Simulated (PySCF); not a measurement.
# One shape, several levels: SiHCl2O (SMILES O[Si](Cl)Cl)

Aim: a comparison of 6 runs (UHF/STO-3G, UHF/3-21G, UPBE0/def2-SVP, UB3LYP/6-31G*, UB3LYP/6-311G**, UPBE0/pcseg-2) of SiHCl2O. The job is set up through a Python script.

The calculation is run with PySCF 2.14.0.

## 1. The system as given

SiHCl2O: 5 atoms, total charge 0, spin state doublet. As SMILES, `O[Si](Cl)Cl`. The shape is that of a GFN2-xTB optimisation. This is one conformer, not always the lowest.

Bond lengths: O1–Si2 1.625 Å, Si2–Cl3 2.040 Å, Si2–Cl4 2.014 Å, O1–H5 0.955 Å. Angles: O1–Si2–Cl3 108.8°, O1–Si2–Cl4 104.5°, Cl3–Si2–Cl4 112.5°, Si2–O1–H5 124.3°.

## 2. Energy and forces at UHF/STO-3G (run 1)

File mol.xyz:

```xyz
5

O     -0.100050     1.161920    -0.110780
Si    -0.414790    -0.357710     0.371930
Cl     1.352730    -1.328600     0.681950
Cl    -1.477540    -1.158160    -1.139900
H      0.639640     1.682550     0.196790
```

File run.py:

```python
from pyscf import gto, scf

molecule = gto.M(
    atom='mol.xyz',
    spin=1,
    max_memory=1860,
    verbose=3,
    charge=0,
    basis='sto-3g',
)

mf = scf.UHF(molecule)
mf.conv_tol = 1e-10
mf.kernel()
if not mf.converged:
    mf = mf.newton().run(mf.mo_coeff, mf.mo_occ)

e_final = mf.e_tot
print('E = %.10f Eh' % e_final)
grad = mf.nuc_grad_method().kernel()
dip = mf.dip_moment()
pop, q = mf.mulliken_pop()
```

Run with:

```sh
OMP_NUM_THREADS=1 python run.py
```

The program printed:

```text
converged SCF energy = -1269.2654745148  <S^2> = 0.75461556  2S+1 = 2.0046102
E = -1269.2654745148 Eh
--------------- UHF gradients ---------------
         x                y                z
0 O     0.0307836064    -0.0020494050     0.0281840504
1 Si     0.0025491177    -0.0295167379    -0.0413321613
2 Cl    -0.0275235696     0.0165898748    -0.0013172456
3 Cl     0.0193340672     0.0178265227     0.0330693261
4 H    -0.0251432217    -0.0028502547    -0.0186039697
----------------------------------------------
Dipole moment(X, Y, Z, Debye): -0.17153,  2.31423,  2.47880
 ** Mulliken pop       alpha | beta **
pop of  0 O 1s        0.99877 | 0.99874
pop of  0 O 2s        0.90601 | 0.89937
pop of  0 O 2px       0.77306 | 0.76213
pop of  0 O 2py       0.69442 | 0.69067
pop of  0 O 2pz       0.92827 | 0.82835
pop of  1 Si 1s        0.99989 | 0.99980
pop of  1 Si 2s        0.99620 | 0.99283
pop of  1 Si 3s        0.76136 | 0.49394
pop of  1 Si 2px       0.98243 | 0.97970
pop of  1 Si 2py       0.98103 | 0.98172
pop of  1 Si 2pz       0.98644 | 0.97913
pop of  1 Si 3px       0.37095 | 0.24357
pop of  1 Si 3py       0.26684 | 0.27822
pop of  1 Si 3pz       0.50580 | 0.19797
pop of  2 Cl 1s        0.99999 | 0.99999
pop of  2 Cl 2s        0.99954 | 0.99950
pop of  2 Cl 3s        0.99240 | 0.99142
pop of  2 Cl 2px       0.99714 | 0.99603
pop of  2 Cl 2py       0.99889 | 0.99883
pop of  2 Cl 2pz       0.99961 | 0.99954
pop of  2 Cl 3px       0.83455 | 0.75616
pop of  2 Cl 3py       0.93783 | 0.93335
pop of  2 Cl 3pz       0.97686 | 0.97247
pop of  3 Cl 1s        0.99999 | 0.99999
pop of  3 Cl 2s        0.99952 | 0.99947
pop of  3 Cl 3s        0.99222 | 0.99129
pop of  3 Cl 2px       0.99844 | 0.99853
pop of  3 Cl 2py       0.99908 | 0.99905
pop of  3 Cl 2pz       0.99792 | 0.99657
pop of  3 Cl 3px       0.90821 | 0.91535
pop of  3 Cl 3py       0.94878 | 0.94650
pop of  3 Cl 3pz       0.88192 | 0.78672
pop of  4 H 1s        0.38568 | 0.39309
In total            29.00000 | 28.00000
 ** Mulliken atomic charges   ( Nelec_alpha | Nelec_beta ) **
charge of  0O =     -0.47978  (     4.30052      4.17926 )
charge of  1Si =      1.00218  (     6.85092      6.14689 )
charge of  2Cl =     -0.38409  (     8.73681      8.64728 )
charge of  3Cl =     -0.35955  (     8.72607      8.63348 )
charge of  4H =      0.22123  (     0.38568      0.39309 )
```

It took 1.1 s on 1 thread of Arm Neoverse V2, shared host; peak memory 0.12 GiB.

## 3. Energy and forces at UHF/3-21G (run 2)

File run.py:

```python
from pyscf import gto, scf

mol = gto.M(
    atom='''
O     -0.189067     2.195711    -0.209344
Si    -0.783839    -0.675974     0.702846
Cl     2.556289    -2.510690     1.288699
Cl    -2.792146    -2.188605    -2.154099
H      1.208744     3.179559     0.371879
''',
    charge=0,
    basis='3-21g',
    spin=1,
    verbose=3,
    max_memory=1860,
    unit='bohr',
)

hf = scf.UHF(mol)
hf.conv_tol = 1e-10
hf.kernel()
if not hf.converged:
    hf = hf.newton().run(hf.mo_coeff, hf.mo_occ)

e_final = hf.e_tot
print('E(%s) = %.9f' % ('HF', e_final))
grad = hf.nuc_grad_method().kernel()
hf.analyze()
```

Run with:

```sh
OMP_NUM_THREADS=1 python run.py
```

The program printed:

```text
converged SCF energy = -1277.10145439755  <S^2> = 0.75399736  2S+1 = 2.0039934
E(HF) = -1277.101454398
--------------- UHF gradients ---------------
         x                y                z
0 O    -0.0053161832    -0.0179286035     0.0014963393
1 Si     0.0237324496    -0.0246368207    -0.0360459159
2 Cl    -0.0450172722     0.0269306850    -0.0081672965
3 Cl     0.0309364913     0.0266504791     0.0417907283
4 H    -0.0043354856    -0.0110157400     0.0009261448
----------------------------------------------
**** MO energy ****
                             alpha | beta                alpha | beta
MO #1   energy= -104.125035784212  | -104.123361942591  occ= 1 | 1
MO #2   energy= -104.118974848324  | -104.117365609907  occ= 1 | 1
MO #3   energy= -68.4444139991179  | -68.4379474002892  occ= 1 | 1
MO #4   energy= -20.4987952712881  | -20.494192188111   occ= 1 | 1
MO #5   energy= -10.5223206633664  | -10.5204356414005  occ= 1 | 1
MO #6   energy= -10.5167612646552  | -10.5149570249298  occ= 1 | 1
MO #7   energy= -7.98721677950587  | -7.98253854824851  occ= 1 | 1
MO #8   energy= -7.98170007121707  | -7.97991032343922  occ= 1 | 1
MO #9   energy= -7.98126170343221  | -7.97836796307114  occ= 1 | 1
MO #10  energy= -7.98076902421491  | -7.97718388587885  occ= 1 | 1
MO #11  energy= -7.97564878490249  | -7.97419153477543  occ= 1 | 1
MO #12  energy= -7.97500767567637  | -7.97284050070395  occ= 1 | 1
MO #13  energy= -6.25146974339147  | -6.24047985532173  occ= 1 | 1
MO #14  energy= -4.34875365821775  | -4.34051167104958  occ= 1 | 1
MO #15  energy= -4.34457011639987  | -4.33837445921882  occ= 1 | 1
MO #16  energy= -4.3423200784702   | -4.3286462769091   occ= 1 | 1
[... 26 lines of this table left out ...]
MO #43  energy= 0.881020458497888  | 0.883989846655701  occ= 0 | 0
MO #44  energy= 0.959159962733267  | 0.969858471193855  occ= 0 | 0
MO #45  energy= 0.980041679253596  | 0.987971099335818  occ= 0 | 0
MO #46  energy= 1.25648971953877   | 1.25761835494112   occ= 0 | 0
MO #47  energy= 1.80186750977549   | 1.8223232254739    occ= 0 | 0
MO #48  energy= 1.85259759677813   | 1.85685705944297   occ= 0 | 0
MO #49  energy= 2.04492049192794   | 2.05045599362477   occ= 0 | 0
MO #50  energy= 3.11341484291158   | 3.12142745910092   occ= 0 | 0

To work with the spin densities directly, `use mulliken_meta_spin()` only printing them here.

 ** Mulliken spin pop alpha/beta on meta-lowdin orthogonal AOs **
 ** Mulliken Spin Density (per atom)  **
spin density of  0 O =      0.07761
spin density of  1 Si =      0.75209
spin density of  2 Cl =      0.08755
spin density of  3 Cl =      0.08473
spin density of  4 H =     -0.00199
 ** Mulliken pop alpha/beta on meta-lowdin orthogonal AOs **
 ** Mulliken atomic charges   ( Nelec_alpha | Nelec_beta ) **
charge of  0O =     -0.68052  (     4.37907      4.30146 )
charge of  1Si =      0.91572  (     6.91818      6.16609 )
charge of  2Cl =     -0.30097  (     8.69426      8.60671 )
charge of  3Cl =     -0.26644  (     8.67559      8.59086 )
charge of  4H =      0.33221  (     0.33290      0.33489 )
Dipole moment(X, Y, Z, Debye):  0.48250,  2.15532,  2.43747
```

Run time: 1.3 s. Hardware: 1 thread of Arm Neoverse V2, shared host; peak memory 0.12 GiB.

Runs 3 to 4 aren't shown in full; the table further down has their settings and results.

## 4. Energy and gradient at UB3LYP/6-311G(d,p) (run 5)

File geometry.xyz:

```xyz
5

O     -0.100050     1.161920    -0.110780
Si    -0.414790    -0.357710     0.371930
Cl     1.352730    -1.328600     0.681950
Cl    -1.477540    -1.158160    -1.139900
H      0.639640     1.682550     0.196790
```

File job.py:

```python
# O[Si](Cl)Cl
import pyscf.grad
from pyscf import gto, dft

mol = gto.M(
    atom='geometry.xyz',
    spin=1,
    verbose=3,
    max_memory=1860,
    basis='6-311g**',
)

mf = dft.UKS(mol, xc='b3lyp')
mf.grids.level = 5
mf.conv_tol = 1e-10
mf.kernel()
if not mf.converged:
    mf = mf.newton().run(mf.mo_coeff, mf.mo_occ)

energy = mf.e_tot
print(f'total energy: {energy:.8f} hartree')
grad = mf.Gradients().kernel()
dip = mf.dip_moment()
pop, q = mf.mulliken_pop()
```

Run with:

```sh
OMP_NUM_THREADS=1 python job.py
```

The program printed:

```text
WARN: HOMO -0.184712722293411 >= LUMO -0.184712722293408

converged SCF energy = -1285.90572068485  <S^2> = 0.75151165  2S+1 = 2.0015111
total energy: -1285.90572068 hartree
--------------- UKS gradients ---------------
         x                y                z
0 O     0.0026136886    -0.0111850612     0.0058392937
1 Si     0.0051132560    -0.0087524318    -0.0160441160
2 Cl    -0.0149905591     0.0103548897    -0.0022978676
3 Cl     0.0111622020     0.0109869316     0.0156202302
4 H    -0.0038980979    -0.0014091563    -0.0031122578
----------------------------------------------
Dipole moment(X, Y, Z, Debye):  0.71431,  1.57267,  1.31603
 ** Mulliken pop       alpha | beta **
pop of  0 O 1s        0.54189 | 0.54191
pop of  0 O 2s        0.45472 | 0.45472
pop of  0 O 3s        0.50000 | 0.49385
pop of  0 O 4s        0.39003 | 0.39607
pop of  0 O 2px       0.16386 | 0.16009
pop of  0 O 2py       0.15876 | 0.15618
pop of  0 O 2pz       0.18709 | 0.16708
pop of  0 O 3px       0.34166 | 0.33496
pop of  0 O 3py       0.34037 | 0.33538
pop of  0 O 3pz       0.37526 | 0.34077
pop of  0 O 4px       0.28453 | 0.28707
pop of  0 O 4py       0.23350 | 0.23469
pop of  0 O 4pz       0.33912 | 0.33678
pop of  0 O 3dxy      0.00089 | 0.00085
pop of  0 O 3dyz      0.00081 | 0.00081
pop of  0 O 3dz^2     0.00047 | 0.00050
pop of  0 O 3dxz      0.00083 | 0.00078
pop of  0 O 3dx2-y2    0.00086 | 0.00084
pop of  1 Si 1s        0.39395 | 0.39354
pop of  1 Si 2s        0.59083 | 0.59150
pop of  1 Si 3s        0.47824 | 0.46999
pop of  1 Si 4s        0.51414 | 0.52305
pop of  1 Si 5s        0.51364 | 0.39316
pop of  1 Si 6s        0.29406 | 0.03905
pop of  1 Si 2px       0.32990 | 0.32759
pop of  1 Si 2py       0.32927 | 0.32915
pop of  1 Si 2pz       0.33203 | 0.32624
[... 63 lines of this table left out ...]
pop of  3 Cl 6pz       0.17681 | 0.18272
pop of  3 Cl 3dxy      0.00120 | 0.00115
pop of  3 Cl 3dyz      0.00217 | 0.00214
pop of  3 Cl 3dz^2     0.00262 | 0.00202
pop of  3 Cl 3dxz      0.00319 | 0.00318
pop of  3 Cl 3dx2-y2    0.00077 | 0.00070
pop of  4 H 1s        0.13300 | 0.13355
pop of  4 H 2s        0.16245 | 0.16322
pop of  4 H 3s        0.02563 | 0.01962
pop of  4 H 2px       0.01268 | 0.01255
pop of  4 H 2py       0.01020 | 0.01011
pop of  4 H 2pz       0.01004 | 0.00936
In total            29.00000 | 28.00000
 ** Mulliken atomic charges   ( Nelec_alpha | Nelec_beta ) **
charge of  0O =     -0.55800  (     4.31467      4.24334 )
charge of  1Si =      0.79502  (     6.98725      6.21773 )
charge of  2Cl =     -0.28426  (     8.68038      8.60388 )
charge of  3Cl =     -0.25036  (     8.66371      8.58665 )
charge of  4H =      0.29760  (     0.35400      0.34841 )
```

It took 44 s on 1 thread of Arm Neoverse V2, shared host; peak memory 1 GiB.

## 5. Energy and forces at UPBE0/pcseg-2 (run 6)

File calc.py:

```python
from pyscf import gto, dft

mol = gto.M(
    atom='''
O       -0.100050       1.161920      -0.110780
Si      -0.414790      -0.357710       0.371930
Cl       1.352730      -1.328600       0.681950
Cl      -1.477540      -1.158160      -1.139900
H        0.639640       1.682550       0.196790
''',
    basis='pcseg-2',
    verbose=3,
    max_memory=1860,
    spin=1,
)

mf = dft.UKS(mol)
mf.xc = 'pbe0'
mf.grids.level = 5
mf.conv_tol = 1e-10
mf.kernel()
if not mf.converged:
    mf = mf.newton().run(mf.mo_coeff, mf.mo_occ)

energy = mf.e_tot
print(f'total energy: {energy:.8f} hartree')
grad = mf.nuc_grad_method().kernel()
mf.analyze()
```

Run with:

```sh
OMP_NUM_THREADS=1 python calc.py
```

The program printed:

```text
converged SCF energy = -1285.41301675627  <S^2> = 0.75191109  2S+1 = 2.0019102
total energy: -1285.41301676 hartree
--------------- UKS gradients ---------------
         x                y                z
0 O     0.0025671531    -0.0039048989     0.0020619168
1 Si    -0.0025142314    -0.0096877129    -0.0056742818
2 Cl    -0.0049611814     0.0048843121    -0.0009050429
3 Cl     0.0056363386     0.0065526919     0.0070800663
4 H    -0.0007278196     0.0021519251    -0.0025600457
----------------------------------------------
**** MO energy ****
                             alpha | beta                alpha | beta
MO #1   energy= -101.69780331627   | -101.69682696444   occ= 1 | 1
MO #2   energy= -101.696687021971  | -101.69571013732   occ= 1 | 1
MO #3   energy= -66.3091702773436  | -66.3056109608927  occ= 1 | 1
MO #4   energy= -19.2382090858241  | -19.23535505316    occ= 1 | 1
MO #5   energy= -9.54206662796247  | -9.54107773505413  occ= 1 | 1
MO #6   energy= -9.54121800398189  | -9.54022829866435  occ= 1 | 1
MO #7   energy= -7.27412997815627  | -7.27168632790661  occ= 1 | 1
MO #8   energy= -7.27338850158281  | -7.27094017701597  occ= 1 | 1
MO #9   energy= -7.26876787915631  | -7.26790006066255  occ= 1 | 1
MO #10  energy= -7.26844044534047  | -7.26751433424817  occ= 1 | 1
MO #11  energy= -7.26788890831936  | -7.26692741544747  occ= 1 | 1
MO #12  energy= -7.26744049306002  | -7.26661170231921  occ= 1 | 1
MO #13  energy= -5.40724362673238  | -5.40197138796366  occ= 1 | 1
MO #14  energy= -3.7423318035148   | -3.73743294760913  occ= 1 | 1
MO #15  energy= -3.74042717113128  | -3.7364578991597   occ= 1 | 1
MO #16  energy= -3.73915978919817  | -3.7323848645287   occ= 1 | 1
[... 122 lines of this table left out ...]
MO #139 energy= 6.28169409505702   | 6.28771156626193   occ= 0 | 0
MO #140 energy= 6.38629414633903   | 6.39394179871303   occ= 0 | 0
MO #141 energy= 6.61259189767603   | 6.61791475848069   occ= 0 | 0
MO #142 energy= 6.9272443669717    | 6.92959243187636   occ= 0 | 0
MO #143 energy= 7.30977634128999   | 7.31204874329878   occ= 0 | 0
MO #144 energy= 13.8765131724546   | 13.8861415242983   occ= 0 | 0
MO #145 energy= 32.0551405442992   | 32.0567418915996   occ= 0 | 0
MO #146 energy= 32.4091428566802   | 32.4107418881009   occ= 0 | 0

To work with the spin densities directly, `use mulliken_meta_spin()` only printing them here.

 ** Mulliken spin pop alpha/beta on meta-lowdin orthogonal AOs **
 ** Mulliken Spin Density (per atom)  **
spin density of  0 O =      0.07686
spin density of  1 Si =      0.74441
spin density of  2 Cl =      0.08749
spin density of  3 Cl =      0.08769
spin density of  4 H =      0.00354
 ** Mulliken pop alpha/beta on meta-lowdin orthogonal AOs **
 ** Mulliken atomic charges   ( Nelec_alpha | Nelec_beta ) **
charge of  0O =     -0.73569  (     4.40628      4.32941 )
charge of  1Si =      0.87237  (     6.93602      6.19161 )
charge of  2Cl =     -0.26666  (     8.67708      8.58958 )
charge of  3Cl =     -0.23760  (     8.66265      8.57496 )
charge of  4H =      0.36758  (     0.31798      0.31444 )
Dipole moment(X, Y, Z, Debye):  0.73805,  1.31196,  1.10041
```

Wall time 1.7 min (1 thread of Arm Neoverse V2, shared host); peak memory 1.7 GiB.

## 6. The series

```csv
run,level,integration grid,Cartesian functions,energy (Eh),dipole moment (D),HOMO energy (eV),LUMO energy (eV),wall time
1,UHF/STO-3G,–,no,-1269.265475,3.40,-7.69,3.52,1.1 s
2,UHF/3-21G,–,no,-1277.101454,3.29,-10.09,0.03,1.3 s
3,UPBE0/def2-SVP,5,no,-1284.869957,1.90,-6.46,-2.69,27 s
4,UB3LYP/6-31G* (Cartesian functions),5,yes,-1285.795966,2.12,-6.34,-3.29,32 s
5,UB3LYP/6-311G**,5,no,-1285.905721,2.17,-6.51,-3.46,44 s
6,UPBE0/pcseg-2,5,no,-1285.413017,1.86,-6.72,-2.93,1.7 min
```

## 7. Outcome

```
                                 quantity           value
                      run 6: total energy  -1285.41302 Eh
                     run 6: dipole moment          1.86 D
run 6: HOMO energy (highest over α and β)        -6.72 eV
 run 6: LUMO energy (lowest over α and β)        -2.93 eV
                              run 6: ⟨S²⟩           0.752
          run 6: largest force on an atom      0.592 eV/Å
```

What this shows: The dipole moment (its size) runs from 1.86 D (UPBE0/pcseg-2) to 3.40 D (UHF/STO-3G). The two ends differ in method and basis. Totals of different functionals can't be ranked against each other. In run 1 the basis is minimal, so the values are rough. All runs together took 3.4 min, the longest 1.7 min.
